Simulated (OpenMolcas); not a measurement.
# TiHCl3O (SMILES Cl[Ti](Cl)(Cl)O): levels of theory compared

Wanted: a comparison of 6 runs (HF/3-21G, B3LYP/6-31G*, M06-L/def2-SVP, PBE0/def2-SVP, SVWN5/def2-SVP, r2SCAN/def2-SVP) of TiHCl3O. 

The results are computed with OpenMolcas 26.06.

1 further run of the same task is left out (it didn't finish).

## Step 1: Starting point

TiHCl3O: 6 atoms, total charge 0, spin state singlet. SMILES: `Cl[Ti](Cl)(Cl)O`. The shape is that of a PBE0-D4/def2-TZVP optimisation.

Bond lengths: Cl1–Ti2 2.179 Å, Ti2–Cl3 2.179 Å, Ti2–Cl4 2.180 Å, Ti2–O5 1.745 Å, O5–H6 0.958 Å. Angles: Cl1–Ti2–Cl3 108.5°, Cl1–Ti2–Cl4 110.3°, Cl1–Ti2–O5 109.1°, Cl3–Ti2–Cl4 110.3°, Cl3–Ti2–O5 109.1°, Cl4–Ti2–O5 109.5°, Ti2–O5–H6 146.9°.

## Step 2: Energy and gradient at HF/3-21G (run 1)

Contents of coord.xyz:

```xyz
6

Cl    -1.629250    -0.831330     1.360800
Ti    -0.080580    -0.347470    -0.093680
Cl     1.757320    -1.362960     0.488070
Cl    -0.693400    -0.978720    -2.087950
O      0.191890     1.375840    -0.087440
H      0.454040     2.144630     0.420190
```

Contents of calc.inp:

```
&GATEWAY
BasLib=$CurrDir
Coord=coord.xyz
Basis=3-21G
Group=NoSym
&SEWARD
&SCF
Thresholds=1e-10 1e-07 1e-07 1e-05
PrOrbitals=1
&ALASKA
```

The basis set 3-21G is read from a file made from the Basis Set Exchange's data (not shown).

Started as:

```sh
export MOLCAS_MEM=1860
pymolcas calc.inp > calc.log
```

Output:

```text
--- Start Module: gateway ---
[...]
--- Stop Module: gateway /rc=_RC_ALL_IS_WELL_ ---
[...]
      Basis functions           77
[...]
--- Start Module: scf ---
[...]
       Convergence after  15 Iterations
[...]
::    Total SCF energy                              -2291.4300879190
[...]
      Total spin, S                                     0.0000000000
[...]
      Total electronic charge=   82.000000
      Total            charge=   -0.000000
[...]
      Dipole Moment (debye):
      Origin of the operator (angstrom)=   -0.1184   -0.6090   -0.0814
                   X=  9.1557E-01               Y=  3.8171E+00               Z=  1.1274E+00           Total=  4.0840E+00
      Quadrupole Moment (debye*angstrom):
[...]
--- Stop Module: scf /rc=_RC_ALL_IS_WELL_ ---
[...]
--- Start Module: alaska ---
[...]
 *              Molecular gradients               *
 **************************************************
  Irreducible representation: a
 ------------------------------------------------------------------------------------------
                              X                       Y                       Z
 ------------------------------------------------------------------------------------------
  CL1               9.96817746740319E-03    2.96370500357490E-03   -9.55858075793969E-03
  TI2              -5.28084574163179E-03   -4.49472209943726E-02    6.35940973870941E-03
  CL3              -1.19877666006083E-02    6.39205257022546E-03   -3.90041932655372E-03
  CL4               3.73154174619650E-03    4.42995365927246E-03    1.18261840346108E-02
  O5                4.27111533257696E-03    4.00450010449056E-02   -7.20383416264525E-03
  H6               -7.02222203898151E-04   -8.88349128360133E-03    2.47724047396414E-03
 ------------------------------------------------------------------------------------------
--- Stop Module: alaska /rc=_RC_ALL_IS_WELL_ ---
[...]
```

Run time: 9.6 s. Hardware: 1 thread of AMD EPYC 7R43 (Zen 3), shared host; peak memory 0.43 GiB.

## Step 3: Energy and gradient at B3LYP/6-31G(d) (spherical functions) (run 2)

Contents of mol.inp:

```
>>> EXPORT MOLCAS_PRINT=2

&GATEWAY
  BASLIB=$CurrDir
  COORD
  6
  angstrom
  Cl      -1.629250      -0.831330       1.360800
  Ti      -0.080580      -0.347470      -0.093680
  Cl       1.757320      -1.362960       0.488070
  Cl      -0.693400      -0.978720      -2.087950
  O        0.191890       1.375840      -0.087440
  H        0.454040       2.144630       0.420190
  BASIS=6-31Gs
  GROUP=NoSym

&SEWARD
  GRIDINPUT
  Grid=UltraFine
  End of Grid

&SCF
  KSDFT=B3LYP
  THRESHOLDS=1e-10 1e-07 1e-07 1e-05
  PRORBITALS=1 2

&ALASKA
```

The basis set 6-31G* is read from a file made from the Basis Set Exchange's data (not shown).

Started as:

```sh
export MOLCAS_MEM=1860
pymolcas mol.inp > mol.log
```

Output:

```text
--- Start Module: gateway ---
[...]
--- Stop Module: gateway /rc=_RC_ALL_IS_WELL_ ---
[...]
      Basis functions          104
[...]
--- Start Module: scf ---
[...]
       Convergence after  20 Iterations
[...]
::    Total KS-DFT energy                           -2306.0772471238
[...]
      Total spin, S                                     0.0000000000
[...]
      Total electronic charge=   82.000000
      Total            charge=   -0.000000
[...]
      Dipole Moment (debye):
      Origin of the operator (angstrom)=   -0.1184   -0.6090   -0.0814
                   X=  6.9606E-01               Y=  2.7807E+00               Z=  9.2172E-01           Total=  3.0110E+00
      Quadrupole Moment (debye*angstrom):
[...]
--- Stop Module: scf /rc=_RC_ALL_IS_WELL_ ---
[...]
--- Start Module: alaska ---
[...]
 *              Molecular gradients               *
 **************************************************
  Irreducible representation: a
 ------------------------------------------------------------------------------------------
                              X                       Y                       Z
 ------------------------------------------------------------------------------------------
  CL1               4.35817618790324E-03    1.41809771024359E-03   -4.04859794435808E-03
  TI2              -1.38019058590322E-03   -8.80749162243522E-03    3.90993153102093E-05
  CL3              -5.14051200359944E-03    2.90055340227724E-03   -1.61335590683542E-03
  CL4               1.67650001423425E-03    1.79183570868169E-03    5.37083130564753E-03
  O5                3.33417571146999E-03    1.05953325482204E-02    6.04955719987466E-03
  H6               -2.84814932404220E-03   -7.89832774694510E-03   -5.79753396947025E-03
 ------------------------------------------------------------------------------------------
--- Stop Module: alaska /rc=_RC_ALL_IS_WELL_ ---
[...]
```

Run time: 68 s. Hardware: 1 thread of AMD EPYC 7R43 (Zen 3), shared host; peak memory 0.59 GiB.

Runs 3 to 5 aren't shown in full; the table further down has their settings and results.

## Step 4: Energy and forces at r2SCAN/def2-SVP (run 6)

Contents of test.input:

```
* Cl3HOTi Kohn-Sham DFT
>>> EXPORT MOLCAS_PRINT=2

&GATEWAY
  BasLib=$CurrDir
  Coord
  6
  angstrom
  Cl      -1.629250      -0.831330       1.360800
  Ti      -0.080580      -0.347470      -0.093680
  Cl       1.757320      -1.362960       0.488070
  Cl      -0.693400      -0.978720      -2.087950
  O        0.191890       1.375840      -0.087440
  H        0.454040       2.144630       0.420190
  Basis=def2-SVP
  Group=NoSym

&SEWARD
  GridInput
  Grid=UltraFine
  End of Grid

&SCF
  KSDFT=2
  1.0 MGGA_X_R2SCAN
  1.0 MGGA_C_R2SCAN
  Thresholds=1e-10 1e-07 1e-07 1e-05
  PrOrbitals=0

&ALASKA
```

The basis set def2-SVP is read from a file made from the Basis Set Exchange's data (not shown).

Started as:

```sh
export MOLCAS_MEM=1860
pymolcas test.input > test.log
```

Output:

```text
--- Start Module: gateway ---
[...]
--- Stop Module: gateway /rc=_RC_ALL_IS_WELL_ ---
[...]
      Basis functions          104
[...]
--- Start Module: scf ---
[...]
       Convergence after  20 Iterations
[...]
::    Total KS-DFT energy                           -2305.4288656802
[...]
      Total spin, S                                     0.0000000000
[...]
      Total electronic charge=   82.000000
      Total            charge=   -0.000000
[...]
      Dipole Moment (debye):
      Origin of the operator (angstrom)=   -0.1184   -0.6090   -0.0814
                   X=  6.5623E-01               Y=  2.5631E+00               Z=  9.0156E-01           Total=  2.7951E+00
      Quadrupole Moment (debye*angstrom):
[...]
--- Stop Module: scf /rc=_RC_ALL_IS_WELL_ ---
[...]
--- Start Module: alaska ---
[...]
 *              Molecular gradients               *
 **************************************************
  Irreducible representation: a
 ------------------------------------------------------------------------------------------
                              X                       Y                       Z
 ------------------------------------------------------------------------------------------
  CL1               1.16073886360013E-03    4.13934654730497E-05   -1.19297224988557E-03
  TI2              -3.42961381999407E-04   -2.39153002968973E-03    1.24194785851683E-04
  CL3              -1.51257428708362E-03    4.49199457239757E-04   -5.00659811690340E-04
  CL4               4.46202754284641E-04    2.04630346809509E-04    1.59746011379269E-03
  O5                2.57229819889271E-03    8.42397109087756E-03    4.55070939946101E-03
  H6               -2.32370414777261E-03   -6.72766433085226E-03   -4.57873223730232E-03
 ------------------------------------------------------------------------------------------
--- Stop Module: alaska /rc=_RC_ALL_IS_WELL_ ---
[...]
```

Run time: 61 s. Hardware: 1 thread of AMD EPYC 7R43 (Zen 3), shared host; peak memory 0.59 GiB.

## Step 5: All runs side by side

```csv
run,level,integration grid,energy (Eh),dipole moment (D),HOMO energy (eV),LUMO energy (eV),wall time
1,HF/3-21G,–,-2291.430088,4.08,-12.88,-0.32,9.6 s
2,B3LYP/6-31G* (spherical functions),UltraFine,-2306.077247,3.01,-8.98,-3.60,68 s
3,M06-L/def2-SVP,UltraFine,-2305.561110,2.82,-8.17,-4.15,62 s
4,PBE0/def2-SVP,UltraFine,-2304.816908,2.75,-9.10,-3.25,53 s
5,SVWN5/def2-SVP,UltraFine,-2298.572511,2.69,-7.72,-4.02,46 s
6,r2SCAN/def2-SVP,UltraFine,-2305.428866,2.80,-8.14,-4.07,61 s
```

## Step 6: Results

| quantity | value |
| --- | --- |
| run 6: total energy | -2305.42887 Eh |
| run 6: dipole moment | 2.80 D |
| run 6: HOMO energy | -8.14 eV |
| run 6: LUMO energy | -4.07 eV |
| run 6: HOMO–LUMO gap | 4.07 eV |
| run 6: largest force on an atom | 0.510 eV/Å |

What this shows: The dipole moment (its size) runs from 2.69 D (SVWN5/def2-SVP) to 4.08 D (HF/3-21G). The two ends differ in method and basis. The HOMO–LUMO gap runs from 3.71 eV (SVWN5/def2-SVP) to 12.56 eV (HF/3-21G). Totals of different functionals can't be ranked against each other. All runs together took 5 min, the longest 68 s.
